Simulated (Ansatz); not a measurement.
**C₄H₆BCl: basis-set convergence**

The task here is to estimate one member of a computed series from the others.

The runs use Ansatz 0.2.0, Gaussian basis; one geometry, several basis sets.

Levels to be run: PBE0-D4/def2-SVP; ωB97M-V/def2-SVP; PBE0-D4/def2-QZVPP; ωB97M-V/def2-QZVPP; the functionals' def2-TZVPP values are taken from earlier runs.

**Structure used throughout**

The geometry comes from an earlier relaxation with PBE0-D4 in a triple-zeta def2 set; it is a stationary point, not always the lowest conformer.

SMILES `C=C=C(C)BCl`, 12 atoms, charge 0, spin multiplicity 1.

Atoms are counted from 1 here; the program's logs count them from 0.

Bond lengths: C1–C2 1.297 Å, C1–H7 1.085 Å, C1–H8 1.085 Å, C2–C3 1.315 Å, C3–C4 1.506 Å, C3–B5 1.533 Å, C4–H9 1.093 Å, C4–H10 1.090 Å, C4–H11 1.093 Å, B5–Cl6 1.754 Å, B5–H12 1.190 Å. Angles: C2–C1–H7 121.1°, C2–C1–H8 121.1°, H7–C1–H8 117.9°, C1–C2–C3 178.7°, C2–C3–C4 122.2°, C2–C3–B5 114.2°, C4–C3–B5 123.7°, C3–C4–H9 110.4°, C3–C4–H10 111.6°, C3–C4–H11 110.4°, H9–C4–H10 108.8°, H9–C4–H11 106.8°, H10–C4–H11 108.8°, C3–B5–Cl6 120.1°, C3–B5–H12 122.6°, Cl6–B5–H12 117.4°.

Coordinates:

| atom | x (Å) | y (Å) | z (Å) |
| --- | --- | --- | --- |
| C1 | 0.6080 | -1.3836 | -1.7721 |
| C2 | 0.2654 | -0.6073 | -0.7918 |
| C3 | -0.0978 | 0.1964 | 0.1836 |
| C4 | 0.3592 | -0.0087 | 1.6040 |
| B5 | -1.0161 | 1.3422 | -0.2561 |
| Cl6 | -1.5949 | 2.5059 | 0.9222 |
| H7 | 0.0121 | -2.2521 | -2.0332 |
| H8 | 1.4995 | -1.1855 | -2.3581 |
| H9 | 0.8991 | 0.8716 | 1.9606 |
| H10 | 1.0087 | -0.8792 | 1.6950 |
| H11 | -0.5007 | -0.1413 | 2.2648 |
| H12 | -1.3653 | 1.4865 | -1.3849 |

Set-up of the first run:

The input, in.yaml:

```yaml
crystal:
  periodic: [false, false, false]
  atoms:
    - {symbol: C, position_ang: [0.607962, -1.383607, -1.772115]}
    - {symbol: C, position_ang: [0.265388, -0.607281, -0.791760]}
    - {symbol: C, position_ang: [-0.097848, 0.196388, 0.183633]}
    - {symbol: C, position_ang: [0.359200, -0.008723, 1.603996]}
    - {symbol: B, position_ang: [-1.016098, 1.342224, -0.256086]}
    - {symbol: Cl, position_ang: [-1.594943, 2.505863, 0.922161]}
    - {symbol: H, position_ang: [0.012139, -2.252107, -2.033205]}
    - {symbol: H, position_ang: [1.499516, -1.185547, -2.358083]}
    - {symbol: H, position_ang: [0.899115, 0.871601, 1.960640]}
    - {symbol: H, position_ang: [1.008731, -0.879154, 1.694961]}
    - {symbol: H, position_ang: [-0.500736, -0.141348, 2.264795]}
    - {symbol: H, position_ang: [-1.365324, 1.486493, -1.384938]}
basis:
  gaussian: {orbitals: def2-SVP}
hamiltonian: {xc: pbe0, dispersion: d4}
output: {orbitals: {seedname: orbitals}}
```

Steps of the session up to this table: PBE0-D4 in def2-SVP; ωB97M-V in def2-SVP; PBE0-D4 in def2-QZVPP; ωB97M-V in def2-QZVPP.

One table of the session follows, with a row left open; its other results are not shown here.

It belongs to the step «Density functionals: the series». 

```
functional       basis  HOMO (eV)  LUMO (eV)
   PBE0-D4    def2-SVP          ?          ?
   PBE0-D4  def2-TZVPP      -7.84      -1.74
   PBE0-D4  def2-QZVPP      -7.86      -1.77
   ωB97M-V    def2-SVP      -9.90       0.46
   ωB97M-V  def2-TZVPP      -9.99       0.29
   ωB97M-V  def2-QZVPP     -10.01       0.24
```

**Question.** Estimate the row for PBE0-D4, def2-SVP.

As computed: HOMO (eV): -7.78; LUMO (eV): -1.62. In the column «HOMO (eV)» it is the highest.
